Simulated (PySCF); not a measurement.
**W(NMe)2(NH2)2: geometry, NMR shifts and electronic excitations**

Aim: predict the NMR shifts and electronic excitations of W(NMe)2(NH2)2 (`C[N]=[W]([NH2])([NH2])=[N]C`).

The runs use PySCF 2.14.0, with density-fitted response routines of our own; the level of theory stands in each step. All values are computed, except where a source is named. Atoms count from 0, in the outputs and in this text.

### 1 The molecule as given

17 atoms, charge 0, multiplicity 1; geometry from: GFN2-xTB. The atoms were then displaced at random by about 0.03 Å, so the start is not that level's minimum.

Bonds of the start (Å): W0–N1 1.78, W0–N6 1.77, W0–N11 2.10, W0–N14 2.02, N1–C2 1.39, C2–H3 1.22, C2–H4 1.05, C2–H5 1.11, N6–C7 1.44, C7–H8 1.02, C7–H9 1.07, C7–H10 1.11, N11–H12 1.05, N11–H13 1.07, N14–H15 0.99, N14–H16 1.00.

### 2 Optimising the geometry at PBE0-D3(BJ)/def2-SVP

Job settings and geometry (Å):

```
{"job": {"xc": "PBE0", "basis": "def2-SVP", "d3": "d3bj", "grid": 1, "maxiter": 40, "shake": 0.03, "kind": "geom"}, "charge": 0, "multiplicity": 1}
W     -0.518200    -0.071620    -0.395450
N     -0.686470     0.006200     1.374080
C     -0.426660     0.019350     2.741040
H      0.429290     0.848630     3.002890
H     -1.281230     0.141520     3.341270
H      0.090350    -0.906750     3.062730
N      1.102570    -0.028080    -1.095230
C      2.527380    -0.027470    -1.294640
H      2.737000    -0.124100    -2.284350
H      2.931970     0.874210    -0.872900
H      2.907710    -0.898300    -0.715700
N     -1.443890     1.701970    -1.037250
H     -1.264080     2.272740    -1.905870
H     -2.184130     2.269540    -0.508940
N     -1.519290    -1.707060    -1.030490
H     -2.194000    -2.167180    -0.470970
H     -1.236860    -2.204190    -1.849970
```

Run with:

```bash
$ OMP_NUM_THREADS=1 python probes_run.py task.json out
```

One launch serves the whole session: the jobs run in the order shown.

The log of the run:

```text
step   0  E = -367.82385007  max force = 0.084806
step   1  E = -367.85282357  max force = 0.038078
step   2  E = -367.85648843  max force = 0.022235
step   3  E = -367.85808163  max force = 0.005498
step   4  E = -367.85821234  max force = 0.003007
step   5  E = -367.85824354  max force = 0.000931
step   6  E = -367.85825462  max force = 0.000474
step   7  E = -367.85825951  max force = 0.000362
optimisation converged
```

Run time: 1.9 min. Hardware: 1 thread of Arm Neoverse V2, shared host; peak memory 0.67 GiB.

The steps of the relaxation:

| step | energy from step 0 (eV) | largest force component (eV/Å) |
| --- | --- | --- |
| 0 | 0.0000 | 4.3609 |
| 1 | -0.7884 | 1.9581 |
| 2 | -0.8881 | 1.1434 |
| 3 | -0.9315 | 0.2827 |
| 4 | -0.9350 | 0.1546 |
| 5 | -0.9359 | 0.0479 |
| 6 | -0.9362 | 0.0244 |
| 7 | -0.9363 | 0.0186 |

Close pairs (by a distance rule), those that changed most:

| bond | before (Å) | after (Å) | change (Å) |
| --- | --- | --- | --- |
| W0–N11 | 2.101 | 1.970 | -0.131 |
| C2–H3 | 1.220 | 1.105 | -0.115 |
| C7–H8 | 1.016 | 1.105 | +0.088 |
| N11–H13 | 1.072 | 1.014 | -0.058 |
| C2–H4 | 1.051 | 1.105 | +0.053 |
| W0–N14 | 2.020 | 1.969 | -0.051 |
| N11–H12 | 1.055 | 1.015 | -0.040 |
| C7–H9 | 1.075 | 1.105 | +0.030 |

The end geometry stands in the next job.

| at the end point | value |
| --- | --- |
| rotational constants (GHz, main isotopes) | 1.760, 1.470, 1.166 |
| dipole moment (D) | 0.12 |

### 3 Shielding tensors: PBE0/def2-TZVP+pcSseg-1

Job settings and geometry (Å):

```
{"job": {"kind": "nmr", "xc": "PBE0", "basis": {"default": "pcSseg-1", "W": "def2-TZVP"}}, "charge": 0, "multiplicity": 1}
W     -0.610476     0.008525    -0.420624
N     -0.703247     0.020155     1.338867
C     -0.315801     0.019206     2.702495
H      0.409888     0.822904     2.922690
H     -1.187910     0.169462     3.363442
H      0.153675    -0.939030     2.988969
N      1.022045    -0.018800    -1.080079
C      2.434570    -0.040103    -1.190792
H      2.749271    -0.135062    -2.245467
H      2.887234     0.886724    -0.794547
H      2.876336    -0.887237    -0.635951
N     -1.456361     1.671869    -1.051603
H     -1.194347     2.163126    -1.899677
H     -2.154097     2.194379    -0.532730
N     -1.500298    -1.637688    -1.034320
H     -2.206838    -2.140418    -0.507825
H     -1.232186    -2.158602    -1.862599
```

Method: GIAO PBE0/pcSseg-1 W:def2-TZVP NMR shielding, scalar relativity only through core potentials, gas phase.

The log of the run:

```text
coarse grid: 64496 points
cycle   1  E = -367.7565694713  dE = -2.066e+01  |g| = 1.197e+00  |ddm| = 1.008e+01
cycle   2  E = -366.2805054448  dE =  1.476e+00  |g| = 2.916e+00  |ddm| = 2.518e+00
cycle   3  E = -367.9553323473  dE = -1.675e+00  |g| = 6.453e-01  |ddm| = 1.941e+00
cycle   4  E = -368.0528264262  dE = -9.749e-02  |g| = 1.257e-01  |ddm| = 5.779e-01
cycle   5  E = -368.0549520845  dE = -2.126e-03  |g| = 7.245e-02  |ddm| = 1.107e-01
cycle   6  E = -368.0562137341  dE = -1.262e-03  |g| = 1.051e-02  |ddm| = 6.326e-02
cycle   7  E = -368.0562354608  dE = -2.173e-05  |g| = 2.602e-03  |ddm| = 7.152e-03
cycle   8  E = -368.0562370819  dE = -1.621e-06  |g| = 7.136e-04  |ddm| = 2.104e-03
final grid: 135696 points
cycle   9  E = -368.0562043019  dE =  4.859e-07  |g| = 1.697e-03  |ddm| = 1.883e-03
cycle  10  E = -368.0562001332  dE =  4.169e-06  |g| = 4.625e-03  |ddm| = 3.902e-03
cycle  11  E = -368.0562049342  dE = -4.801e-06  |g| = 2.716e-04  |ddm| = 2.900e-03
cycle  12  E = -368.0562049492  dE = -1.500e-08  |g| = 5.848e-05  |ddm| = 1.781e-04
cycle  13  E = -368.0562049499  dE = -6.509e-10  |g| = 2.127e-05  |ddm| = 4.416e-05
converged SCF energy = -368.0562049499

GIAO shielding tensors (ppm)
atom      isotropic    diamagn.    paramagn.     s11        s22        s33       span
  0 W          nan         nan         nan        nan        nan        nan        nan
  1 N      -85.628     329.921    -415.548   -277.041    -84.566    104.725    381.767
  2 C      137.159     245.391    -108.233    111.541    115.704    184.231     72.691
  3 H       27.273      29.486      -2.213     24.049     26.336     31.435      7.386
  4 H       27.930      27.202       0.727     24.297     26.380     33.111      8.814
  5 H       27.432      29.169      -1.737     24.214     26.305     31.777      7.563
  6 N      -83.626     329.877    -413.503   -268.687    -86.601    104.411    373.099
  7 C      137.303     245.351    -108.048    111.469    115.982    184.458     72.989
  8 H       27.897      27.234       0.663     24.266     26.370     33.055      8.790
  9 H       27.425      29.174      -1.749     24.202     26.292     31.781      7.579
 10 H       27.334      29.397      -2.063     24.100     26.323     31.577      7.477
 11 N      166.170     316.818    -150.648     37.808    213.998    246.705    208.897
 12 H       27.776      30.808      -3.032     24.046     26.154     33.129      9.084
 13 H       27.761      30.799      -3.038     24.027     26.121     33.135      9.108
 14 N      166.110     316.881    -150.771     37.689    214.076    246.566    208.877
 15 H       27.769      30.821      -3.052     24.033     26.119     33.155      9.122
 16 H       27.756      30.858      -3.101     24.015     26.145     33.109      9.094
```

Run time: 35 s. Hardware: 1 thread of Arm Neoverse V2, shared host; peak memory 1.1 GiB.

The references, computed at this level on geometries of the same kind, shield at (ppm): ¹H TMS 31.27, ¹³C TMS 184.4, ¹⁵N NH3 265.7. Their shielding less the atom's gives the shift. The references are single molecules in the gas phase, so shifts against H2O, NH3, PH3, H3PO4 or CFCl3 are not on the usual liquid scales and can be off by tens of ppm. Atoms listed in one row are averaged.

| atoms | environment | σ (ppm) | δ (ppm) |
| --- | --- | --- | --- |
| C2, C7 | carbon bonded to N, 3 H | 137.2 | 47.2 |
| H3, H4, H5, H8, H9, H10 | hydrogen on a carbon bonded to N | 27.55 | 3.72 |
| H12, H13, H15, H16 | hydrogen on a nitrogen bonded to W | 27.77 | 3.50 |
| N1, N6 | nitrogen bonded to C, W | -84.6 | 350.3 |
| N11, N14 | nitrogen bonded to W, 2 H | 166.1 | 99.5 |

Atoms past Kr carry core potentials, so their printed shieldings have no meaning and are left out of the table.

The run also stored atomic charges by several schemes (e):

| atoms | Mulliken | ESP fit |
| --- | --- | --- |
| W0 | 0.99 | 1.25 |
| N1, N6 | -0.56 | -0.42 |
| C2, C7 | -0.07 | -0.26 |
| N11, N14 | -0.60 | -1.09 |

Mayer bond orders: W0–N1 2.08, W0–N6 2.08, W0–N11 1.09, W0–N14 1.09, N1–C2 0.98, N6–C7 0.98.

With diffuse functions Mulliken charges and Mayer bond orders lose their meaning; the other schemes are steadier.

The fields below are evaluated on a grid from the run's orbitals.

Frontier orbitals at PBE0/def2-TZVP+pcSseg-1, with the share of their density that lies nearest to each atom:

| orbital | energy (eV) | lies on |
| --- | --- | --- |
| HOMO | -6.13 | 4 N atoms about 19 % each |
| LUMO | 0.11 | W0 45 %; N1, N6 about 16 % each |

ELF in a plane through or near 7 of the atoms.

Ten even steps from ' ' (0.00) to '@' (1.00):
```
                                                        
                                                        
                                                        
                                                        
                ....              ......                
            ..--**++--            --**++--..            
        **##**==--**--            --**--==**##**..      
      ==@@@@@@##**--++----::..----++--%%++@@@@@@++      
      ==@@@@@@%%++@@######----######%%++%%@@@@@@==      
      ..%%@@@@--==##==++##::::**++****++--@@@@@@::      
          ..    ++%%%%##--####--**##%%**    ....        
              ..**%%##::**..  **--##%%**..              
              ..==**==..**%%%%**..==**==..              
                          ::::      ..                  
                          ....                          
                                                        
                                                        
                                                        
                                                        
                                                        
```
The map spans 12.1 Å across and 9.4 Å up, centred on the molecule. Atoms in the plane (x, y in Å): W0 (0.0, -0.7), N1 (1.5, 0.2), C2 (2.4, 1.3), H4 (3.4, 1.0), N6 (-1.5, 0.2), C7 (-2.4, 1.3), H8 (-3.4, 1.0).

log10 of the density (e/Å³) in the same plane.

Ten even steps from ' ' (-4.0) to '@' (1.8):
```
                                                        
                                                        
            ....::::....        ....::::....            
          ..::--------::..    ..::--------::..          
        ..::--========--::....::--========--::..        
      ..----==++****++==--::::--==++****++==----..      
    ..::==++++**##**++==--------==++**##**++++==::..    
    ..--==**####@@##**++++====++++**##@@####**==--..    
    ..--==******########**++++****######******==--..    
    ..::==++++++**##@@##********##@@##**++++++==::..    
      ..::----==++**######%%%%########++==----::..      
        ..::::==++++****####**##******++==::::..        
            ..--====++++##%%%%##++++++==--..            
              ::----====++****++====----::              
              ..::::--====++++====--::::..              
                ....::--========--::....                
                  ..::::--------::::..                  
                    ....::::::::....                    
                                                        
                                                        
```
The map spans 12.1 Å across and 9.4 Å up, centred on the molecule. Atoms in the plane (x, y in Å): W0 (0.0, -0.7), N1 (1.5, 0.2), C2 (2.4, 1.3), H4 (3.4, 1.0), N6 (-1.5, 0.2), C7 (-2.4, 1.3), H8 (-3.4, 1.0).

On the surface of density 0.002 e/bohr³ the electrostatic potential runs, from the 1st to the 99th percentile, from -1.18 V near N11 to 1.27 V near H16.

### 4 Excited states and response: PBE0/def2-SVPD

Settings changed since step 3:

```diff
@@ -1,2 +1,2 @@
-{"job": {"kind": "nmr", "xc": "PBE0", "basis": {"default": "pcSseg-1", "W": "def2-TZVP"}}, "charge": 0, "multiplicity": 1}
+{"job": {"kind": "uv", "xc": "PBE0", "basis": "def2-SVPD", "ip": false, "nstates": 10}, "charge": 0, "multiplicity": 1}
 W     -0.610476     0.008525    -0.420624
```

Method: TDDFT PBE0/def2-SVPD, vertical, gas phase, core orbitals frozen in the response.

The log of the run:

```text
coarse grid: 64496 points
cycle   1  E = -367.6425580727  dE = -1.224e+01  |g| = 9.483e-01  |ddm| = 8.940e+00
cycle   2  E = -367.4389453347  dE =  2.036e-01  |g| = 1.346e+00  |ddm| = 3.235e+00
cycle   3  E = -367.8375733474  dE = -3.986e-01  |g| = 3.734e-01  |ddm| = 1.951e+00
cycle   4  E = -367.8678417093  dE = -3.027e-02  |g| = 8.485e-02  |ddm| = 4.214e-01
cycle   5  E = -367.8694361578  dE = -1.594e-03  |g| = 2.308e-02  |ddm| = 1.053e-01
cycle   6  E = -367.8695565095  dE = -1.204e-04  |g| = 7.761e-03  |ddm| = 2.954e-02
cycle   7  E = -367.8695694892  dE = -1.298e-05  |g| = 2.519e-03  |ddm| = 1.165e-02
cycle   8  E = -367.8695709101  dE = -1.421e-06  |g| = 3.482e-04  |ddm| = 3.091e-03
final grid: 135696 points
cycle   9  E = -367.8695363927  dE =  3.228e-08  |g| = 7.985e-04  |ddm| = 9.193e-03
cycle  10  E = -367.8695353796  dE =  1.013e-06  |g| = 2.252e-03  |ddm| = 2.726e-03
cycle  11  E = -367.8695365363  dE = -1.157e-06  |g| = 1.556e-04  |ddm| = 2.025e-03
cycle  12  E = -367.8695365414  dE = -5.045e-09  |g| = 3.453e-05  |ddm| = 1.818e-04
cycle  13  E = -367.8695365416  dE = -1.971e-10  |g| = 1.886e-05  |ddm| = 4.945e-05
converged SCF energy = -367.8695365416

Static polarisability (au): isotropic 109.235, principal 94.999 108.362 124.345

Singlet excitations
state   eV       nm        f      main configurations
  1   4.7550    260.7   0.00667   H->L+1 0.50, H-1->L 0.39
  2   4.8003    258.3   0.00752   H->L 0.78, H-1->L+1 0.16
  3   4.9395    251.0   0.02064   H-1->L 0.58, H->L+1 0.37
  4   5.2768    235.0   0.00003   H-2->L 0.93
  5   5.3763    230.6   0.00629   H->L+2 0.85
  6   5.5015    225.4   0.05912   H-1->L+1 0.44, H-3->L 0.30, H-1->L+2 0.12
  7   5.5196    224.6   0.00030   H->L+3 0.90
  8   5.6249    220.4   0.00008   H-2->L+1 0.50, H->L+4 0.29, H-2->L+2 0.11
  9   5.7714    214.8   0.00253   H-1->L+2 0.80, H-1->L+1 0.15
 10   5.9016    210.1   0.00084   H->L+4 0.52, H-2->L+1 0.32, H-1->L+3 0.10

Triplet excitations (Tamm-Dancoff, eV): 4.0054 4.3370 4.5767 4.6763
```

Run time: 69 s. Hardware: 1 thread of Arm Neoverse V2, shared host; peak memory 0.99 GiB.

The orbitals next to the gap, with their largest atomic shares:

| orbital | eV | atoms |
| --- | --- | --- |
| HOMO−3 | -7.42 | N14 24 %, N11 24 %, W0 12 % |
| HOMO−2 | -7.11 | N6 18 %, N1 18 %, W0 15 % |
| HOMO−1 | -6.75 | N1 30 %, N6 30 %, W0 15 % |
| HOMO | -6.28 | N6 19 %, N1 19 %, N11 18 % |
| LUMO | -0.10 | W0 46 %, N1 15 %, N6 15 % |
| LUMO+1 | -0.04 | W0 46 %, N1 8 %, N6 8 % |
| LUMO+2 | 0.31 | W0 46 %, N14 10 %, N11 9 % |

With each of the 10 states as a Gaussian band of 0.4 eV half-width at 1/e, the curve within the window shown has maxima at 227 nm (ε 2,900) L/(mol cm). Beyond the last state computed it falls off for lack of states. The curve at chosen wavelengths:

nm, ε (L/mol/cm) and a bar:
```
      200        168 #
      204        394 ###
      208        783 ########
      212       1327 #############
      216       1937 ####################
      220       2472 ##########################
      224       2801 #############################
      227       2879 ##############################
      231       2786 #############################
      235       2558 ###########################
      239       2296 ########################
      243       2067 #####################
      247       1888 ###################
      251       1740 ##################
      255       1593 ################
      259       1427 ##############
      263       1237 ############
      267       1032 ##########
      271        827 ########
      274        682 #######
      278        510 #####
      282        368 ###
      286        256 ##
      290        173 #
      294        114 
      298         73
```

Leading natural transition orbitals of singlet state 6: the hole lies on N1, N6 about 35 % each; W0 9 %; the particle on W0 47 %; 4 N atoms about 8 % each.

Leading natural transition orbitals of singlet state 1: the hole lies on N1, N6 about 29 % each; N11, N14 about 9 % each; the particle on W0 44 %; N1, N6 about 13 % each.

Further results of this job:

| property | computed |
| --- | --- |
| dipole moment (D) | 0.05 |
| polarisability (Å³) | 16.19 |
| HOMO–LUMO gap (eV) | 6.17 |
| −ε(HOMO) (eV) | 6.28 |

### 5 NMR shieldings: wB97X-D/def2-TZVP+pcSseg-1

Settings changed since step 4:

```diff
@@ -1,2 +1,2 @@
-{"job": {"kind": "uv", "xc": "PBE0", "basis": "def2-SVPD", "ip": false, "nstates": 10}, "charge": 0, "multiplicity": 1}
+{"job": {"kind": "nmr", "xc": "wB97X-D", "basis": {"default": "pcSseg-1", "W": "def2-TZVP"}, "pop": false}, "charge": 0, "multiplicity": 1}
 W     -0.610476     0.008525    -0.420624
```

With the program's defaults for keys left out, this is: GIAO wB97X-D/pcSseg-1 W:def2-TZVP NMR shielding, scalar relativity only through core potentials, gas phase.

The log of the run:

```text
coarse grid: 64496 points
cycle   1  E = -368.1137720857  dE = -2.087e+01  |g| = 1.105e+00  |ddm| = 1.006e+01
cycle   2  E = -367.7740234517  dE =  3.397e-01  |g| = 1.724e+00  |ddm| = 1.727e+00
cycle   3  E = -368.3256823244  dE = -5.517e-01  |g| = 3.812e-01  |ddm| = 1.093e+00
cycle   4  E = -368.3566058474  dE = -3.092e-02  |g| = 7.303e-02  |ddm| = 3.064e-01
cycle   5  E = -368.3576742650  dE = -1.068e-03  |g| = 2.891e-02  |ddm| = 6.067e-02
cycle   6  E = -368.3578668027  dE = -1.925e-04  |g| = 6.922e-03  |ddm| = 2.401e-02
cycle   7  E = -368.3578809782  dE = -1.418e-05  |g| = 1.758e-03  |ddm| = 8.387e-03
cycle   8  E = -368.3578824262  dE = -1.448e-06  |g| = 5.289e-04  |ddm| = 2.765e-03
final grid: 135696 points
cycle   9  E = -368.3484089694  dE = -3.952e-05  |g| = 2.796e-03  |ddm| = 3.888e-02
cycle  10  E = -368.3484062576  dE =  2.712e-06  |g| = 4.512e-03  |ddm| = 6.916e-03
cycle  11  E = -368.3484104410  dE = -4.183e-06  |g| = 6.916e-04  |ddm| = 2.960e-03
cycle  12  E = -368.3484105283  dE = -8.739e-08  |g| = 2.464e-04  |ddm| = 6.031e-04
cycle  13  E = -368.3484105411  dE = -1.274e-08  |g| = 5.669e-05  |ddm| = 2.436e-04
cycle  14  E = -368.3484105421  dE = -9.684e-10  |g| = 1.941e-05  |ddm| = 6.219e-05
converged SCF energy = -368.3484105421

GIAO shielding tensors (ppm)
atom      isotropic    diamagn.    paramagn.     s11        s22        s33       span
  0 W          nan         nan         nan        nan        nan        nan        nan
  1 N      -80.667     330.427    -411.094   -279.879    -78.880    116.757    396.636
  2 C      138.377     244.747    -106.370    113.810    117.799    183.520     69.710
  3 H       27.502      29.590      -2.088     24.272     26.608     31.625      7.353
  4 H       28.175      27.316       0.859     24.496     26.659     33.370      8.875
  5 H       27.663      29.278      -1.615     24.437     26.577     31.977      7.540
  6 N      -78.475     330.388    -408.862   -270.920    -80.853    116.348    387.268
  7 C      138.521     244.699    -106.178    113.747    118.084    183.732     69.985
  8 H       28.144      27.349       0.795     24.464     26.652     33.316      8.852
  9 H       27.657      29.279      -1.622     24.426     26.562     31.982      7.556
 10 H       27.563      29.505      -1.941     24.324     26.598     31.767      7.444
 11 N      172.126     317.621    -145.495     48.741    217.023    250.612    201.871
 12 H       27.977      30.927      -2.950     24.149     26.244     33.539      9.391
 13 H       27.961      30.917      -2.956     24.130     26.211     33.543      9.413
 14 N      172.060     317.689    -145.629     48.610    217.150    250.421    201.811
 15 H       27.970      30.941      -2.971     24.138     26.208     33.564      9.425
 16 H       27.958      30.982      -3.024     24.119     26.236     33.519      9.400
```

Wall time 37 s (1 thread of Arm Neoverse V2, shared host); peak memory 1.1 GiB.

Key values: δ C2 46.1, N1 343.6, N11 91.9, H3 3.60, H12 3.41 ppm (means over like atoms).

### 6 Side by side: NMR shifts

Shifts (ppm), means over like atoms, with basis size and wall time:

| run | C2 | H3 | H12 | N1 | N11 | functions | time |
| --- | --- | --- | --- | --- | --- | --- | --- |
| PBE0/def2-TZVP+pcSseg-1 | 47.2 | 3.72 | 3.50 | 350.3 | 99.5 | 192 | 35 s |
| wB97X-D/def2-TZVP+pcSseg-1 | 46.1 | 3.60 | 3.41 | 343.6 | 91.9 | 192 | 37 s |

### 7 Results

```
                                                                         quantity                        value
                                             rotational constants (main isotopes)         1.76, 1.47, 1.17 GHz
¹³C shifts against TMS (PBE0/def2-TZVP+pcSseg-1, means over atoms taken as alike)                     47.2 ppm
 ¹H shifts against TMS (PBE0/def2-TZVP+pcSseg-1, means over atoms taken as alike)               3.72, 3.50 ppm
¹⁵N shifts against NH3 (PBE0/def2-TZVP+pcSseg-1, means over atoms taken as alike)              350.3, 99.5 ppm
                                            surface potential, 1st and 99th percentile           -1.18 V and 1.27 V
                                                  lowest singlet (PBE0/def2-SVPD)  4.75 eV (261 nm), f = 0.007
                                         brightest single state of those computed  state 6, 5.50 eV, f = 0.059
                                                                   lowest triplet                      4.01 eV
                                                        range of the shift of N11             91.9 to 99.5 ppm
```

In words: The start was shaken at random, so part of the energy gained undoes that. Over 7 steps the energy fell by 0.936 eV; of the close pairs, W0–N11 changed most, 2.101 to 1.970 Å. At PBE0/def2-TZVP+pcSseg-1: Shielding is most anisotropic at N1, N6 (span 377 ppm, paramagnetic term -415 ppm). The lowest singlet, at 4.75 eV, is HOMO→LUMO+1 0.50, HOMO−1→LUMO 0.39 and is weak; of the 10 states computed, the strongest absorption comes from state 6 at 5.50 eV. The lowest triplet lies 0.75 eV below the lowest singlet (triplets in Tamm-Dancoff, singlets in full TDDFT). Spin-orbit coupling, left out, mixes singlets and triplets in elements this heavy. Across the 2 runs the shift of N11 (with its like atoms) moves most, between 91.9 (wB97X-D/def2-TZVP+pcSseg-1) and 99.5 ppm (PBE0/def2-TZVP+pcSseg-1). Spin-orbit coupling is left out, which matters for shieldings and couplings at and beside the heavy atoms.
